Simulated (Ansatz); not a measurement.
# Ag: the cost of one run

Method: DFT r2SCAN, scalar-relativistic, plane waves, PAW, in Ansatz 0.2.0.

2 further runs of the same task are left out: 1 that didn't finish, 1 set aside as unsound or not needed.

## 1. The system as given

It takes space group P6_3/mmc (No. 194, hexagonal). The conventional cell has a = 2.904 Å, b = 2.904 Å, c = 4.748 Å, α = 90.00°, β = 90.00°, γ = 120.00°. Ag (site symmetry -6m2) has 12 Ag at 2.90 to 2.91 Å as nearest neighbours.

As a file:

```
CELL_PARAMETERS angstrom
2.90370 0.00000 0.00000
-1.45185 2.51467 0.00000
0.00000 0.00000 4.74785
ATOMIC_POSITIONS crystal
Ag 0.33333 0.66667 0.25000
Ag 0.66667 0.33333 0.75000
```

It is the result of an earlier relaxation at this level (volume 17.33 Å³/atom; gap on the mesh: none (metal)).

## 2. Zero of energy

Reference values: F = -15207.8849 eV; pressure -0.10 GPa; largest force 0.000 eV/Å; gap on the mesh none (metal). It was computed beforehand with the settings of the runs below.

## 3. Setting up a strain scan

The cell is strained by ε times the Voigt pattern (0, 0, 1, 0, 0, 0) (xx, yy, zz, yz, xz, xy; engineering shear), with fractional coordinates fixed (clamped ions). The stress on the pattern is the sum of the stress components weighted by it, tension positive.

## 4. At ε = -0.0600

input.yaml reads:

```yaml
crystal:
  lattice:
    - [2.9036957658, 0.0, 0.0]
    - [-1.4518478829, 2.514674298, 0.0]
    - [0.0, 0.0, 4.4629755497]
  atoms:
    - { symbol: Ag, position: [0.3333333333, 0.6666666667, 0.25] }
    - { symbol: Ag, position: [0.6666666667, 0.3333333333, 0.75] }
basis:
  ecutwfc: 500
kpoints:
  mp_grid: { grid: [24, 24, 14] }
hamiltonian:
  xc: r2scan
scf:
  occupations: { method: gaussian, width: 0.15 }
output:
  forces: true
  stress: true
  eigenvalues: true
```

Run with:

```bash
> ansatz run input.yaml --threads 1 --pin off --max-ram 2560MiB --backend cpu --events-out ev --progress --plain --runs-dir out
```

**Question.** How long does this run take on 1 thread of Intel Xeon Platinum 8488C (Sapphire Rapids), shared host, and how much memory does it need?

About 22 s, with a peak of 0.74 GiB.
